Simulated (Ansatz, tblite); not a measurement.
**Sn(vinyl)H3 (C2H6Sn): rung by rung**

How do method and basis change the picture of Sn(vinyl)H3 (C2H6Sn) (singlet)?

The runs use Ansatz 0.2.0, Gaussian basis; as each input shows.

Levels to be run: GFN1-xTB, GFN2-xTB, PBE-D4/def2-TZVP, r2SCAN-D4/def2-TZVP, BLYP-D4/def2-TZVP, B3LYP-D4/def2-TZVP, B2PLYP/def2-TZVP, PBE-D4/def2-SVP, PBE0-D4/def2-SVP, CCSD(T)/def2-TZVP, RPA/def2-TZVP.

4 further runs of the same task are left out: 4 set aside as unsound or not needed.

## Step 1: The geometry

The singlet was relaxed beforehand with PBE0-D4/def2-TZVP.

9 atoms, charge 0, spin multiplicity 1.

Bond lengths: C1–C2 1.327 Å, C1–Sn3 2.124 Å, C1–H4 1.088 Å, C2–H5 1.087 Å, C2–H6 1.088 Å, Sn3–H7 1.708 Å, Sn3–H8 1.708 Å, Sn3–H9 1.708 Å. Angles: C2–C1–Sn3 122.7°, C2–C1–H4 118.7°, Sn3–C1–H4 118.6°, C1–C2–H5 122.3°, C1–C2–H6 121.9°, H5–C2–H6 115.8°, C1–Sn3–H7 107.5°, C1–Sn3–H8 110.6°, C1–Sn3–H9 110.6°, H7–Sn3–H8 109.9°, H7–Sn3–H9 109.9°, H8–Sn3–H9 108.4°.

Sn takes a core potential in the def2 sets. No spin-orbit coupling is included.

PBE0-D4/def2-TZVP was run before; its log isn't repeated, and its numbers join the tables.

## Step 2: GFN1-xTB

Tight binding, by tblite at 300 K electronic temperature and without a spin-polarisation term:

```python
tblite.interface.Calculator('GFN1-xTB', numbers, positions, charge=0, uhf=0).singlepoint()
```

Energy -269.0640 eV, HOMO -11.87 eV, LUMO -6.95 eV; 0.012 s.

## Step 3: GFN2-xTB

Tight binding, by tblite at 300 K electronic temperature and without a spin-polarisation term:

```python
tblite.interface.Calculator('GFN2-xTB', numbers, positions, charge=0, uhf=0).singlepoint()
```

Energy -254.5793 eV, HOMO -11.20 eV, LUMO -6.30 eV; 0.008 s.

## Step 4: PBE-D4/def2-TZVP

start.molden holds the orbitals of an earlier run on this state, given as this run's starting guess.

in.yaml reads:

```yaml
crystal:
  periodic: [false, false, false]
  atoms:
    - {symbol: C, position_ang: [-0.405274, 0.094960, 0.747678]}
    - {symbol: C, position_ang: [0.551860, -0.427011, 1.505020]}
    - {symbol: Sn, position_ang: [-0.232888, 0.265991, -1.362533]}
    - {symbol: H, position_ang: [-1.315594, 0.450110, 1.225800]}
    - {symbol: H, position_ang: [1.484226, -0.799423, 1.088904]}
    - {symbol: H, position_ang: [0.449833, -0.508207, 2.584937]}
    - {symbol: H, position_ang: [1.292498, -0.361006, -1.806369]}
    - {symbol: H, position_ang: [-0.352123, 1.900805, -1.843952]}
    - {symbol: H, position_ang: [-1.472539, -0.616209, -2.139475]}
basis:
  gaussian: {orbitals: def2-TZVP, initial_orbitals: start.molden}
hamiltonian: {xc: pbe, dispersion: d4}
scf: {omitted_lower_state_checks: [starts]}
output: {forces: true, orbitals: {seedname: orbitals}}
```

Started as:

```bash
> ansatz run in.yaml --threads 2 --pin off --events-out ev --progress --plain --max-ram 4352MiB
```

The runs that follow: r2SCAN-D4/def2-TZVP; BLYP-D4/def2-TZVP; B3LYP-D4/def2-TZVP; B2PLYP/def2-TZVP; PBE-D4/def2-SVP; PBE0-D4/def2-SVP; CCSD(T)/def2-TZVP; RPA/def2-TZVP.

Before running them: what should the planned runs give, taken together? Wanted: gap in def2-TZVP, named functionals, smallest and largest; correlation energy, CCSD(T)/def2-TZVP; binding an atom, CCSD(T)/def2-TZVP; PBE0 total energy, smallest basis above largest.

**Answer**, as computed:

| quantity | value |
| --- | --- |
| gap in def2-TZVP, named functionals, smallest and largest | 5.46 eV (BLYP-D4), 7.62 eV (PBE0-D4) |
| correlation energy, CCSD(T)/def2-TZVP | -19.12 eV |
| binding an atom, CCSD(T)/def2-TZVP | 3.282 eV |
| PBE0 total energy, smallest basis above largest | 2.62 eV (def2-SVP, def2-TZVP) |

**Reading.** Over the named functionals in def2-TZVP the gap runs from 5.46 eV (BLYP-D4) to 7.62 eV (PBE0-D4); exact exchange widens it. The functionals in def2-TZVP miss CCSD(T)/def2-TZVP by +0.090 (BLYP-D4) to +0.142 eV (PBE-D4) an atom. The reference is CCSD(T) in one finite basis, so it carries an error of its own, often a tenth of an eV or more, and near misses can't be ranked.
